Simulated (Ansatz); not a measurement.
**InGa3P4: the band gap up the ladder of functionals**

One table from this session's results is given with a row withheld; the runs are named, their logs left out.

Code: Ansatz 0.2.0. PAW datasets, plane waves. All values are calculated for a non-magnetic cell, which may be hypothetical.

## The system as given

The cell was relaxed beforehand with r2SCAN.

Space group I-42m (No. 121), tetragonal; conventional cell a = 5.567 Å, c = 11.111 Å, 21.52 Å³ an atom. Ga has 4 P at 2.38 Å; P has 3 Ga at 2.36–2.38 Å and 1 In at 2.53 Å; Ga has 4 P at 2.36 Å; In has 4 P at 2.53 Å.

The structure in full:

```xyz
8
Lattice="-2.7835 2.7835 5.5557 2.7835 -2.7835 5.5557 2.7835 2.7835 -5.5557" Properties=species:S:1:pos:R:3 pbc="T T T"
Ga    0.0000    2.7835    2.7779
P     1.3173   -1.3173    4.1088
Ga    0.0000    0.0000    5.5557
P     1.3173    1.3173    7.0026
Ga    2.7835    0.0000    2.7779
P    -1.3173    1.3173    4.1088
In    0.0000    0.0000    0.0000
P     1.4662    1.4662    1.4469
```

Set-up of the first run:

Input file input.yaml:

```yaml
crystal:
  lattice:
    - [-2.7834816796, 2.7834816796, 5.5557041547]
    - [2.7834816796, -2.7834816796, 5.5557041547]
    - [2.7834816796, 2.7834816796, -5.5557041547]
  atoms:
    - { symbol: Ga, position: [0.75, 0.25, 0.5] }
    - { symbol: P, position: [0.133149374, 0.6064081504, 0.0] }
    - { symbol: Ga, position: [0.5, 0.5, 0.0] }
    - { symbol: P, position: [0.866850626, 0.866850626, 0.4732587765] }
    - { symbol: Ga, position: [0.25, 0.75, 0.5] }
    - { symbol: P, position: [0.6064081504, 0.133149374, 0.0] }
    - { symbol: In, position: [0.0, 0.0, 0.0] }
    - { symbol: P, position: [0.3935918496, 0.3935918496, 0.5267412235] }
kpoints:
  mp_grid: { grid: [6, 6, 6] }
  band_path:
    path:
      - [[0.0, 0.0, 0.0], [-1.074692020277e-17, 1.074692020277e-17, 0.5], [0.25, 0.25, 0.25], [-1.673616723153e-17, 0.5, 1.673616723153e-17], [0.0, 0.0, 0.0], [0.5, 0.5, -0.5], [0.3127535820212, 0.6872464179788, -0.3127535820212]]
      - [[-0.3127535820212, 0.3127535820212, 0.3127535820212], [0.0, 0.0, 0.0]]
      - [[-1.074692020277e-17, 1.074692020277e-17, 0.5], [-0.1255071640424, 0.1255071640424, 0.5]]
      - [[0.5, 0.5, -0.1255071640424], [0.5, 0.5, -0.5]]
    npoints: 10
hamiltonian:
  xc: pbe
scf:
  occupations: { method: fermi_dirac, width: 0.02 }
  n_extra_bands: 6
output:
  forces: true
  stress: true
  eigenvalues: true
  write_density: true
  write_potential: true
  elf: true
  volumetric_format: npy
```

Launch:

```sh
ansatz run input.yaml --threads 4 --pin off --max-ram 6451MiB --backend cpu --events-out ev --progress --plain --runs-dir out
```

Among the steps run: Band structure with PBE; r2SCAN; HSE06; PBE+SOC; PBE0.

One of the session's tables, all rows but one given; the rest of the session is left out.

| level | gap (eV) |
| --- | --- |
| PBE | 1.35 |
| r2SCAN | 1.78 |
| HSE06 | 2.22 |
| PBE+SOC | ? |
| PBE0 | 2.85 |

Estimate the missing values for PBE+SOC.

**Answer.** gap (eV): 1.32. In the column «gap (eV)» it is the lowest.

Meshes: PBE 6×6×6, r2SCAN 6×6×6, HSE06 4×4×4, PBE+SOC 6×6×6, PBE0 4×4×4

In words: PBE+SOC gives the least gap, 1.32 eV, and PBE0 the largest, 2.85 eV. PBE reaches 61 % of the HSE06 value, and r2SCAN 80 %. PBE0 lies 0.63 eV above HSE06, which differs from it by screening the long-range exchange. The levels disagree on whether the gap is direct.

Caveats from the session: Warnings in the runs' records: stress exchange threshold loose, stress scf threshold loose.
